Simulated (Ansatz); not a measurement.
Working through a phonon calculation by linear response of YS, space group Fm-3m

Computed with the Python package of Ansatz (0.2.0).

Input file `ys.vasp`:
```text
YS
1.0
   0.00000000    2.74365000    2.74365000
   2.74365000    0.00000000    2.74365000
   2.74365000    2.74365000    0.00000000
Y S
1 1
Direct
   0.50000000    0.50000000    0.50000000
   0.00000000    0.00000000    0.00000000
```

At the Python prompt:
```pycon
>>> from pathlib import Path
>>> import warnings
>>> import ansatz as az
>>> from ase.io import read
>>> import numpy as np
>>> warnings.simplefilter('ignore', az.DeckWarning)
>>> atoms = read('ys.vasp', format='vasp')
>>> system = az.Crystal.from_ase(atoms)
>>> setup = (
...     system.calculation()
...     .functional(az.Functional.LDA)
...     .pseudopotentials('nc')
...     .occupations('Methfessel-Paxton')
...     .scf(tolerance=1e-06, max_iterations=150, algorithm='density_mixing')
...     .kpoints(8, 8, 8)
...     .phonons('dfpt', points=[(0, 0, 0), (0.5, 0.5, 0)])
... )
>>> outcome = setup.run(threads=1, pin='off', runs_dir='runs')

>>> ph = outcome.phonons
>>> for q in ph.qpoints:
...     print('q =', np.round(q.q_frac, 3), '1/cm:', ' '.join(f'{w:.1f}' for w in q.omega_inv_cm))
...
q = [0. 0. 0.] 1/cm: -0.0 -0.0 0.0 288.5 288.5 288.5
q = [0.5 0.5 0. ] 1/cm: 95.0 97.4 97.4 284.5 286.4 286.4
```

These settings explore the input space; cutoff and mesh may be short of convergence. Spin is left out of this run. The cell isn't relaxed first, so the values belong to this volume. For a metal this k-point mesh is coarse: on a finer one energies can move by several to tens of meV an atom and pressures by half a GPa or more, differences at one mesh by less. The structure is a deposited one; some such entries were measured under pressure or heat, so a shift against it needn't be the functional's error alone. The structure is taken as given; imaginary modes can come from an unrelaxed or unstable start. Phonons of metals also depend on mesh and smearing. Finished in 38 s on 1 thread of Intel(R) Xeon(R) 6975P-C (Granite Rapids), on a shared host, peak memory 0.83 GiB.

(Lines on the test bed's own set-up are left out of the output.)
